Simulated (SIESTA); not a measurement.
Ga:

```
CELL_PARAMETERS angstrom
3.81696 -2.32663 0.00000
3.81696 2.32663 0.00000
0.00000 0.00000 4.48825
ATOMIC_POSITIONS crystal
Ga 0.66555 0.00969 0.25000
Ga 0.00969 0.66555 0.75000
Ga 0.33445 0.99031 0.75000
Ga 0.99031 0.33445 0.25000
```

This isn't the form of Ga at room conditions, which is orthorhombic.

- Program: SIESTA 5.4.2
- Task: single point
- Functional: PBEsol
- Potentials or basis: PseudoDojo 0.4 standard (PBEsol files)
- Basis: DZP (energy shift 0.003 Ry; two zetas on semicore shells)
- Grid cutoff: 800 Ry
- Energy shift: 0.003 Ry
- k mesh: 7 × 7 × 6
- Occupations: fermi-dirac, width 0.05 eV
- Spin: no spin polarisation

On this cell: pressure -0.2 GPa; largest force 0.031 eV/Å; band gap on the k mesh none (metal or under the smearing width).

The same run follows on a disturbed copy (atoms moved at random, drawn with an rms of 0.05 Å):

```xyz
4
Lattice="3.8170 -2.3266 0.0000 3.8170 2.3266 0.0000 0.0000 0.0000 4.4883" Properties=species:S:1:pos:R:3 pbc="T T T"
Ga    2.5878   -1.5051    1.0801
Ga    2.5623    1.5580    3.3637
Ga    5.0115    1.5383    3.3472
Ga    5.0483   -1.5281    1.1012
```

Question: What changes?

Answer: The energy (extrapolated to zero smearing) moves by +2.8 meV/atom; pressure 0.0 GPa; largest force 0.310 eV/Å; band gap on the k mesh none (metal or under the smearing width).

Forces on the atoms (eV/Å):
```
Ga  -0.210  0.021  0.123
Ga  -0.275 -0.097 -0.108
Ga   0.288 -0.027 -0.089
Ga   0.197  0.103  0.074
```

Stress tensor (GPa, compression positive):
```
 1.46 -0.18  0.02
-0.18 -0.86  0.12
 0.02  0.12 -0.76
```

Caveats: the basis of atomic orbitals isn't converged, which shifts pressures, moduli and gaps.
